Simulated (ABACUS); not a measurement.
Ta4NiO11 under changes of volume

One of the cells (14.412 Å³/atom); the others are scaled copies at fixed shape and fractional positions:

```
Ta Ni O
1.0
     6.88319    0.00000    0.00000
     3.44159    5.96102    0.00000
     3.44159    1.98701    5.62010
Ta Ni O
4 1 11
Direct
  0.63007 0.10980 0.63007
  0.63007 0.63007 0.63007
  0.10980 0.63007 0.63007
  0.63007 0.63007 0.10980
  0.00000 0.00000 0.00000
  0.25000 0.25000 0.25000
  0.84346 0.46962 0.84346
  0.84346 0.84346 0.84346
  0.46962 0.84346 0.84346
  0.84346 0.84346 0.46962
  0.30023 0.69977 0.69977
  0.69977 0.30023 0.30023
  0.69977 0.69977 0.30023
  0.30023 0.30023 0.69977
  0.30023 0.69977 0.30023
  0.69977 0.30023 0.69977
```

The cell was built by a generator and needn't be a form met in nature.

```yaml
Program: ABACUS 3.10.1
Functional: LDA
Potentials_or_basis: GBRV ultrasoft 1.5 LDA
Cutoff: 544 eV
Density_cutoff: 4354 eV
Basis: plane waves
k_mesh: 3 × 3 × 3
Occupations: fermi-dirac, width 0.05 eV
Spin: collinear spin, ferromagnetic start
Starting_moments: "[0.0, 0.0, 0.0, 0.0, 1.0, 0.0, 0.0, 0.0, 0.0, 0.0, 0.0, 0.0, 0.0, 0.0, 0.0, 0.0] μB"
```

```csv
volume (Å³/atom),energy over the lowest point (meV/atom),pressure (GPa),moment (μB per cell),largest force (eV/Å)
13.548,?,?,?,?
13.836,0.00,-1.9,2.15,0.483
14.124,5.25,-5.9,2.15,0.277
14.412,30.03,-9.3,1.15,0.420
14.701,35.34,-12.5,2.15,0.606
14.989,71.41,-15.3,1.17,0.828
15.277,91.19,-17.7,0.19,0.989
```

Problem. What does the run at 13.548 Å³/atom give?

Solution. Energy over the lowest point 7.91 meV/atom; pressure 2.7 GPa; moment 0.11 μB per cell; largest force 0.746 eV/Å.

The energies don't lie on one smooth curve, so no fit is given. The run at 14.412 Å³/atom lies farthest off, from a change of basis, grid or state.

Energies are extrapolated to zero smearing.

Caveats: all runs use coarse meshes; there are fewer bands than atomic start orbitals, so a level may be missed at k points of high symmetry; a cell with one magnetic atom can't hold antiferromagnetic order, which such compounds often take (some runs).
